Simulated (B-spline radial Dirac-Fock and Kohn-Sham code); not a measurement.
**Gd⁺: core levels and X-ray properties**

Wanted for gadolinium as Gd⁺: the binding energy of each subshell and the widths and yields of its core holes.

Program: B-spline radial Dirac-Fock and Kohn-Sham code, version 3. Model: a free atom or ion on a radial basis; each step names its model. All values are calculated, but those marked as tabulated.

**1. The system**

The Gd⁺ ion, 1s2 2s2 2p6 3s2 3p6 3d10 4s2 4p6 4d10 4f7 5s2 5p6 5d1 6s1, inside a Watson sphere of charge -1 and radius 1.8 Å (a model of the Madelung potential; inside it an electron's potential energy is raised by 8.0 eV).

```yaml
nuclear_charge: 64
electrons: 63
mass_number: 158
nuclear_rms_radius: 5.1569 fm
```

Outer shells as boxes (Hund's rule, for the drawing alone; heavy ions are jj-coupled, and the calculation averages over the configuration):

```
[Xe] core
4f [↑ ][↑ ][↑ ][↑ ][↑ ][↑ ][↑ ]
5d [↑ ][  ][  ][  ][  ]
6s [↑ ]
```

**2. Hole states by ΔSCF**

Model: Dirac-Fock average of configuration, Delta-SCF, finite nucleus, first-order Breit with its frequency dependence, self-energy and vacuum polarisation.

The run's settings:

```ini
task = binding
Z = 64
charge = 1
configuration = 1s2 2s2 2p6 3s2 3p6 3d10 4s2 4p6 4d10 4f7 5s2 5p6 5d1 6s1
mass_number = 158
rms_radius = 5.1569  # fm
watson_charge = -1  # e
watson_radius = 1.8  # A
```

Results of the run (chosen fields of its result record, rounded):

```text
{
  "status": "converged",
  "shells": ["K", "L1", "L2", "L3", "M1", "M2", "M3", "M4", "M5", "N1", "N2", "N3", "N4", "N5", "N6,7", "O1", "O2", "O3", "O4,5", "P1"],
  "total_energy_parts [Ha]": [-11255.5594, 11.597157, -1.21945091, -0.157705556, 8.12166111, -1.26928005],
  "koopmans [eV]": [50542.9, 8463.71, 8016.54, 7318.78, 1927.4, 1733.47, 1587.45, 1257.11, 1225.7, 411.907, 334.487, 301.736, 172.86, 166.846, 19.2024, 60.6714, 36.7586, 32.0956, 5.15312, 4.74792],
  "dirac_coulomb [eV]": [50463.7, 8417.76, 7966.56, 7270.92, 1902.58, 1707.9, 1562.87, 1230.4, 1199.37, 401.123, 324.002, 291.888, 163.633, 157.839, 12.4565, "-", 34.4542, 30.0102, 4.48981, 4.66277],
  "gaunt [eV]": [-155.667, -15.9079, -27.7688, -19.5962, -2.62289, -4.80316, -3.17959, -1.84039, -1.14929, -0.501899, -0.931883, -0.562126, -0.19912, -0.0651646, 0.143712, "-", -0.105136, -0.0526852, 0.00865689, -0.00370832],
  "retardation [eV]": [11.6137, 1.22693, 3.07144, 3.06368, 0.178103, 0.513748, 0.515861, 0.156538, 0.152998, 0.037295, 0.106391, 0.104584, 0.0179438, 0.0174678, -0.0213825, "-", 0.0116142, 0.0112294, -0.000850252, 0.000136068],
  "breit_frequency [eV]": [1.91988, -0.171395, -0.00531368, 0.835358, -0.0441747, -0.0378948, 0.15821, -0.0209032, -0.00397546, -0.0110311, -0.0106615, 0.0338309, -0.0052998, -0.00187467, -0.00239942, "-", -0.00183483, 0.00437489, -0.000377399, -0.00015567],
  "self_energy [eV]": [-87.8985, -11.8117, 0.362371, -0.639043, -2.60126, 0.0499442, -0.140451, 0.216884, 0.127487, -0.595099, 0.0246387, -0.0176455, 0.0533733, 0.0363588, 0.0292374, "-", 0.0110437, 0.00538659, 0.00816333, -0.00667094],
  "vacuum_polarisation [eV]": [14.3666, 1.79693, 0.01646, -0.0784439, 0.382815, 0.00157176, -0.0214242, -0.0221258, -0.0213756, 0.0879019, -0.00109824, -0.00632933, -0.00581099, -0.00564415, -0.00340732, "-", -0.00115737, -0.00190323, -0.00109225, 0.0009967],
  "binding [eV]": [50248.0, 8392.89, 7942.23, 7254.5, 1897.87, 1703.62, 1560.2, 1228.89, 1198.48, 400.14, 323.189, 291.44, 163.494, 157.82, 12.6022, "-", 34.3688, 29.9766, 4.50431, 4.65337],
  "mean_radius [bohr]": [0.0219033, 0.0926648, 0.0775477, 0.0843455, 0.243121, 0.233175, 0.245968, 0.218444, 0.222446, 0.552959, 0.565887, 0.593566, 0.631618, 0.641936, 0.837488, 1.35393, 1.50713, 1.59555, 2.75939, 4.5895]
}
```

total_energy_parts: Dirac-Coulomb, Gaunt, retardation, frequency dependence, self-energy, vacuum polarisation. Blank entries are hole states that did not converge, or in which two open shells of one symmetry are about equally filled, where the average of configuration falls too low.

The binding energies by parts, in eV; the parts add up.

| level | -ε | relaxation | Breit | QED | binding |
| --- | --- | --- | --- | --- | --- |
| K (1s) | 50542.9 | -79.22 | -142.13 | -73.53 | 50248.0 |
| L1 (2s) | 8463.7 | -45.95 | -14.85 | -10.01 | 8392.9 |
| L2 (2p1/2) | 8016.5 | -49.98 | -24.70 | 0.38 | 7942.2 |
| L3 (2p3/2) | 7318.8 | -47.86 | -15.70 | -0.72 | 7254.5 |
| M1 (3s) | 1927.4 | -24.83 | -2.49 | -2.22 | 1897.9 |
| M2 (3p1/2) | 1733.5 | -25.57 | -4.33 | 0.05 | 1703.6 |
| M3 (3p3/2) | 1587.5 | -24.59 | -2.51 | -0.16 | 1560.2 |
| M4 (3d3/2) | 1257.1 | -26.71 | -1.70 | 0.19 | 1228.9 |
| M5 (3d5/2) | 1225.7 | -26.33 | -1.00 | 0.11 | 1198.5 |
| N1 (4s) | 411.9 | -10.78 | -0.48 | -0.51 | 400.1 |
| N2 (4p1/2) | 334.5 | -10.49 | -0.84 | 0.02 | 323.2 |
| N3 (4p3/2) | 301.7 | -9.85 | -0.42 | -0.02 | 291.4 |
| N4 (4d3/2) | 172.9 | -9.23 | -0.19 | 0.05 | 163.5 |
| N5 (4d5/2) | 166.8 | -9.01 | -0.05 | 0.03 | 157.8 |
| N6,7 (4f) | 19.20 | -6.75 | 0.12 | 0.03 | 12.60 |
| O2 (5p1/2) | 36.76 | -2.30 | -0.10 | 0.01 | 34.37 |
| O3 (5p3/2) | 32.10 | -2.09 | -0.04 | 0.00 | 29.98 |
| O4,5 (5d) | 5.15 | -0.66 | 0.01 | 0.01 | 4.50 |
| P1 (6s) | 4.75 | -0.09 | 0.00 | -0.01 | 4.65 |

Line energies follow by subtraction:

| line | energy (eV) |
| --- | --- |
| Kβ2' (K-N3) | 49956.6 |
| Kβ2'' (K-N2) | 49924.9 |
| Kβ1 (K-M3) | 48687.8 |
| Kβ3 (K-M2) | 48544.4 |
| Kα1 (K-L3) | 42993.5 |
| Kα2 (K-L2) | 42305.8 |
| Lγ4 (L1-O3) | 8362.9 |
| Lγ3 (L1-N3) | 8101.5 |
| Lγ2 (L1-N2) | 8069.7 |
| Lγ1 (L2-N4) | 7778.7 |
| Lγ5 (L2-N1) | 7542.1 |
| Lβ2 (L3-N5) | 7096.7 |
| Lβ15 (L3-N4) | 7091.0 |
| Lβ6 (L3-N1) | 6854.4 |

**3. Filling the vacancies**

Model: independent-particle rates: relativistic LDA orbitals of the hole state, multipoles to L = 3 (length form), Coulomb Auger matrix elements with a Latter-tail continuum; energies from Dirac-Fock.

The run's settings:

```ini
task = decay
holes = ["K", "L1", "L2", "L3", "M1", "M2", "M3", "M4", "M5", "N1", "N2", "N3", "N4", "N5"]
```

Results of the run (chosen fields of its result record, rounded):

```text
{
  "status": "converged",
  "K": {
    "width_radiative": 20.389,
    "width_radiative_velocity": 20.85,
    "width_nonradiative": 1.3938,
    "coster_kronig": {},
    "radiative": [["L3", 42994.0, 10.56], ["L2", 42306.0, 5.8692], ["M3", 48688.0, 2.0574], ["M2", 48544.0, 1.0593], ["N3", 49957.0, 0.45652], ["N2", 49925.0, 0.23434]],
    "auger": [["L2L3", 34855.0, 0.34856], ["L3L3", 35549.0, 0.15643], ["L1L3", 34443.0, 0.14603], ["L1L2", 33746.0, 0.1301], ["L1L1", 33288.0, 0.097262], ["L2M3", 40675.0, 0.061568]]
  },
  "L1": {
    "width_radiative": 0.40087,
    "width_radiative_velocity": 0.40165,
    "width_nonradiative": 4.3309,
    "coster_kronig": {"L2": 1.0072, "L3": 1.5851},
    "radiative": [["M3", 6832.7, 0.17839], ["M2", 6689.3, 0.12465], ["N3", 8101.5, 0.044185], ["N2", 8069.7, 0.029652], ["O3", 8362.9, 0.0066239], ["L3", 1138.4, 0.0050127]],
    "auger": [["L3N5", 955.68, 0.37376], ["M4M5", 5908.1, 0.30719], ["L3N4", 949.11, 0.29561], ["L3N1", 710.38, 0.25848], ["L2N1", 22.445, 0.23888], ["M1M5", 5246.7, 0.2098]]
  },
  "L2": {
    "width_radiative": 0.67301,
    "width_radiative_velocity": 0.68637,
    "width_nonradiative": 3.2399,
    "coster_kronig": {"L3": 0.63316},
    "radiative": [["M4", 6713.3, 0.55593], ["N4", 7778.7, 0.097267], ["M1", 6044.4, 0.014396], ["N1", 7542.1, 0.0034955], ["O4", 7937.6, 0.00073545], ["M3", 6382.0, 0.00034176]],
    "auger": [["M4M5", 5457.5, 0.65189], ["M2M3", 4630.6, 0.26015], ["L3N4", 498.45, 0.24717], ["M2M5", 4986.9, 0.23258], ["M3M4", 5102.0, 0.1818], ["L3N2", 336.28, 0.17304]]
  },
  "L3": {
    "width_radiative": 0.62096,
    "width_radiative_velocity": 0.62945,
    "width_nonradiative": 3.1123,
    "coster_kronig": {},
    "radiative": [["M5", 6056.0, 0.45658], ["N5", 7096.7, 0.077182], ["M4", 6025.6, 0.051632], ["M1", 5356.6, 0.020139], ["N4", 7091.0, 0.0086213], ["N1", 6854.4, 0.0047823]],
    "auger": [["M4M5", 4769.7, 0.65265], ["M5M5", 4801.8, 0.43088], ["M3M5", 4448.5, 0.32849], ["M3M4", 4414.3, 0.22402], ["M3M3", 4086.4, 0.20653], ["M2M3", 3942.8, 0.15659]]
  },
  "M1": {
    "width_radiative": 0.013112,
    "width_radiative_velocity": 0.012706,
    "width_nonradiative": 14.675,
    "coster_kronig": {"M2": 3.9851, "M3": 7.0851, "M4": 1.1958, "M5": 1.6909},
    "radiative": [["N3", 1606.4, 0.0054806], ["N2", 1574.7, 0.0046763], ["M3", 337.67, 0.0010633], ["O3", 1867.9, 0.00094106], ["O2", 1863.5, 0.00078628], ["M2", 194.25, 9.5073e-05]],
    "auger": [["M3N3", 22.89, 1.7905], ["M2N5", 13.193, 1.5886], ["M3N7", 305.27, 1.5833], ["M3N6", 304.31, 1.2505], ["M3N5", 156.89, 1.0843], ["M2N4", 7.5009, 0.88938]]
  },
  "M2": {
    "width_radiative": 0.013327,
    "width_radiative_velocity": 0.012978,
    "width_nonradiative": 8.1679,
    "coster_kronig": {"M3": 0.54956, "M4": 5.5691, "M5": 1.2533},
    "radiative": [["N4", 1540.1, 0.0088768], ["M4", 474.73, 0.0022873], ["N1", 1303.5, 0.0017127], ["O4", 1699.0, 7.6057e-05], ["N6", 1690.6, 2.8047e-05], ["P1", 1699.0, 2.1249e-05]],
    "auger": [["M4N7", 442.33, 1.2903], ["M4N3", 158.86, 0.95992], ["M4N6", 441.87, 0.84271], ["M5N2", 156.47, 0.83374], ["M4N1", 48.946, 0.73844], ["M4N2", 126.5, 0.72779]]
  },
  "M3": {
    "width_radiative": 0.013643,
    "width_radiative_velocity": 0.013317,
    "width_nonradiative": 8.2933,
    "coster_kronig": {"M4": 1.2177, "M5": 6.1911},
    "radiative": [["N5", 1402.4, 0.0087763], ["N1", 1160.1, 0.0022077], ["N4", 1396.7, 0.0010827], ["M5", 361.72, 0.00095438], ["M4", 331.31, 7.9234e-05], ["O5", 1555.8, 7.2154e-05]],
    "auger": [["M5N3", 46.119, 1.6169], ["M5N7", 329.57, 1.1229], ["M5N6", 328.47, 0.93666], ["M5N2", 13.049, 0.88311], ["M5N5", 180.97, 0.69602], ["M4N3", 15.436, 0.65997]]
  },
  "M4": {
    "width_radiative": 0.0072964,
    "width_radiative_velocity": 0.0074289,
    "width_nonradiative": 1.0167,
    "coster_kronig": {"M5": 0.0087016},
    "radiative": [["N6", 1215.9, 0.006397], ["N2", 905.7, 0.00068569], ["O2", 1194.5, 0.00010273], ["N3", 937.45, 9.5001e-05], ["O3", 1198.9, 1.396e-05], ["N4", 1065.4, 1.1248e-06]],
    "auger": [["N4N5", 887.41, 0.24149], ["N3N4", 753.84, 0.13901], ["N4N4", 882.1, 0.1185], ["N1N4", 645.24, 0.076], ["N2N4", 724.78, 0.064552], ["N4N7", 1034.6, 0.060053]]
  },
  "M5": {
    "width_radiative": 0.0069129,
    "width_radiative_velocity": 0.0070146,
    "width_nonradiative": 1.032,
    "coster_kronig": {},
    "radiative": [["N7", 1186.2, 0.0059058], ["N3", 907.04, 0.00061343], ["N6", 1185.4, 0.00030169], ["O3", 1168.5, 9.0101e-05], ["N5", 1040.7, 1.204e-06], ["N4", 1035.0, 3.134e-07]],
    "auger": [["N5N5", 863.04, 0.19511], ["N4N5", 857.0, 0.17056], ["N3N5", 730.82, 0.12937], ["N1N5", 620.61, 0.081394], ["N2N5", 696.84, 0.080485], ["N5N7", 1010.6, 0.078171]]
  },
  "N1": {
    "width_radiative": 0.00039433,
    "width_radiative_velocity": 0.00034859,
    "width_nonradiative": 10.706,
    "coster_kronig": {"N2": 2.816, "N3": 5.4076, "N4": 0.87988, "N5": 1.0025, "N6": 0.25422, "N7": 0.25727},
    "radiative": [["N3", 108.7, 0.00019174], ["O2", 365.77, 9.644e-05], ["O3", 370.16, 7.3082e-05], ["N2", 76.951, 3.278e-05], ["N5", 242.32, 1.8203e-07], ["N4", 236.65, 1.0596e-07]],
    "auger": [["N3N7", 77.795, 1.3154], ["N3O3", 66.301, 1.1256], ["N3N6", 76.753, 1.0715], ["N2O3", 34.395, 1.0162], ["N3O2", 61.272, 0.84914], ["N2O2", 29.921, 0.49462]]
  },
  "N2": {
    "width_radiative": 0.00075655,
    "width_radiative_velocity": 0.00065781,
    "width_nonradiative": 7.3963,
    "coster_kronig": {"N3": 0.15988, "N4": 5.7068, "N5": 0.95265, "N6": 0.2749, "N7": 0.21388},
    "radiative": [["N4", 159.69, 0.0006373], ["P1", 318.54, 7.4508e-06], ["O4", 318.58, 6.7266e-07], ["N6", 310.15, 3.4909e-07], ["O3", 293.21, 5.4363e-08], ["N3", 31.749, 2.0059e-10]],
    "auger": [["N4N7", 128.93, 2.689], ["N4N6", 129.12, 1.2743], ["N4O3", 117.13, 0.70659], ["N4O2", 112.41, 0.38412], ["N5O2", 117.93, 0.35332], ["N5N6", 133.93, 0.33172]]
  },
  "N3": {
    "width_radiative": 0.00054433,
    "width_radiative_velocity": 0.00046231,
    "width_nonradiative": 7.0298,
    "coster_kronig": {"N4": 1.0424, "N5": 5.3516, "N6": 0.24811, "N7": 0.29494},
    "radiative": [["N5", 133.62, 0.00036435], ["N4", 127.95, 3.5114e-05], ["P1", 286.79, 8.8539e-06], ["O5", 287.01, 1.5572e-06], ["O4", 286.83, 2.6015e-07], ["N7", 279.16, 2.1249e-07]],
    "auger": [["N5N7", 103.61, 1.5738], ["N5N6", 102.18, 1.5195], ["N5O3", 91.116, 0.90049], ["N5O2", 86.181, 0.59552], ["N4N7", 97.182, 0.34983], ["N4O3", 85.378, 0.34329]]
  },
  "N4": {
    "width_radiative": 0.00032821,
    "width_radiative_velocity": 0.00029997,
    "width_nonradiative": 2.2436,
    "coster_kronig": {"N6": 2.0197, "N7": 0.13906},
    "radiative": [["N6", 150.46, 0.00028383], ["O2", 129.13, 3.8376e-05], ["O3", 133.52, 6.0008e-06], ["O4", 158.88, 2.6022e-10], ["O5", 159.06, 1.0133e-10], ["P1", 158.84, 9.0904e-11]],
    "auger": [["N6N7", 120.55, 0.96312], ["N6N6", 119.77, 0.31093], ["N6O3", 108.04, 0.29438], ["N6O2", 103.3, 0.17647], ["N7O2", 103.97, 0.058368], ["N7O3", 108.84, 0.022241]]
  },
  "N5": {
    "width_radiative": 0.00030099,
    "width_radiative_velocity": 0.00027356,
    "width_nonradiative": 2.2243,
    "coster_kronig": {"N6": 0.84921, "N7": 1.2832},
    "radiative": [["N7", 145.54, 0.00025207], ["O3", 127.84, 3.654e-05], ["N6", 144.78, 1.2377e-05], ["O5", 153.39, 2.6397e-10], ["P1", 153.17, 7.5105e-11], ["O4", 153.21, 7.2644e-11]],
    "auger": [["N6N7", 114.88, 0.71262], ["N7N7", 115.66, 0.51396], ["N7O3", 103.17, 0.27872], ["N7O2", 98.299, 0.21041], ["N6O3", 102.36, 0.053916], ["N7O5", 131.25, 0.031012]]
  }
}
```

All in eV. For each hole the six strongest lines (shell, energy, width) and Auger groups (final holes, energy, width) are shown. Channels that end in a level without an energy here are missing from these lists, strong ones among them, though the widths hold them.

How each hole decays (widths in eV):

| hole | radiative | Auger | Coster-Kronig | total | yield | lifetime (fs) |
| --- | --- | --- | --- | --- | --- | --- |
| K (1s) | 20.4 | 1.39 | 0 | 21.8 | 0.936 | 0.0302 |
| L1 (2s) | 0.401 | 1.74 | 2.59 | 4.73 | 0.0847 | 0.139 |
| L2 (2p1/2) | 0.673 | 2.61 | 0.633 | 3.91 | 0.172 | 0.168 |
| L3 (2p3/2) | 0.621 | 3.11 | 0 | 3.73 | 0.166 | 0.176 |
| M1 (3s) | 0.0131 | 0.718 | 14.0 | 14.7 | 8.93e-04 | 0.0448 |
| M2 (3p1/2) | 0.0133 | 0.796 | 7.37 | 8.18 | 0.00163 | 0.0805 |
| M3 (3p3/2) | 0.0136 | 0.884 | 7.41 | 8.31 | 0.00164 | 0.0792 |
| M4 (3d3/2) | 0.00730 | 1.01 | 0.00870 | 1.02 | 0.00713 | 0.643 |
| M5 (3d5/2) | 0.00691 | 1.03 | 0 | 1.04 | 0.00665 | 0.634 |
| N1 (4s) | 3.94e-04 | 0.0886 | 10.6 | 10.7 | 3.68e-05 | 0.0615 |
| N2 (4p1/2) | 7.57e-04 | 0.0881 | 7.31 | 7.40 | 1.02e-04 | 0.0890 |
| N3 (4p3/2) | 5.44e-04 | 0.0928 | 6.94 | 7.03 | 7.74e-05 | 0.0936 |
| N4 (4d3/2) | 3.28e-04 | 0.0848 | 2.16 | 2.24 | 1.46e-04 | 0.293 |
| N5 (4d5/2) | 3.01e-04 | 0.0919 | 2.13 | 2.22 | 1.35e-04 | 0.296 |

Emission lines that fill the K hole:

```
  Kα2 42305.8      55.6 #############################
  Kα1 42993.5       100 ################################
  Kβ3 48544.4      10.0 ####################
  Kβ1 48687.8      19.5 ########################
Kβ2'' 49924.9      2.22 #############
 Kβ2' 49956.6      4.32 ################
 K-O2 50213.7     0.334 ###
 K-O3 50218.1     0.635 #######
```
(bars on a logarithmic scale, % of the strongest)

**4. Outcome**

```
                    quantity                   value
deepest level listed, K (1s)              50248.0 eV
      least bound, O4,5 (5d)                 4.50 eV
                         Kα1              42993.5 eV
        K hole: width, yield          21.8 eV, 0.936
                its lifetime               0.0302 fs
          its strongest line  Kα1 (K-L3), 42993.5 eV
```

**Reading.** For K (1s), relaxation takes off 79.2 eV, Breit terms shift it by -142.13 and QED by -73.53 eV. With a yield of 0.94, X-ray emission is the main way out for the K hole, in 0.030 fs. Coster-Kronig decay rules L1, M1, M2, M3, N1, N2, N3, N4 and N5, where this model's widths can be far from the measured ones. The Hartree-Fock and Dirac-Fock values hold no electron correlation.
